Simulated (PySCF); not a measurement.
# C5H5FO2: the cost of one run

Programs: PySCF 2.14.0, with routines of our own; each step states its level. All values are computed. Atoms count from 0.

## 1. The starting structure

13 atoms, charge 0, multiplicity 1; geometry from: GFN2-xTB.

## 2. Magnetic properties: GIAO BHandHLYP/pcSseg-1

What the job is given:

```
{"job": {"kind": "mag", "xc": "BHandHLYP", "basis": "pcSseg-1", "isotopologues": 2}, "charge": 0, "multiplicity": 1}
O     -2.127843    -0.961824    -0.789706
C     -2.146403     0.014171    -0.085565
O     -3.278807     0.508449     0.440218
C     -0.979592     0.818663     0.323591
C      0.224439     0.557720    -0.103463
C      1.393177     0.245280    -0.558936
C      2.332380    -0.717320     0.107434
F      3.601993    -0.193565     0.140579
H     -4.037399    -0.027970     0.163633
H     -1.188807     1.640923     0.991750
H      1.768671     0.693405    -1.469324
H      2.394276    -1.649390    -0.467896
H      2.039529    -0.928057     1.139814
```

Method: GIAO BHandHLYP/pcSseg-1 magnetisability, rotational g tensor and spin-rotation constants, non-relativistic, gas phase.

Command:

```bash
OMP_NUM_THREADS=1 python excited_run.py task.json out
```

This one command runs all jobs of the session in turn.

Q: Estimate the wall time and peak memory of this first job on 1 thread of Arm Neoverse V2, shared host.

About 17 s, with a peak of 0.76 GiB.
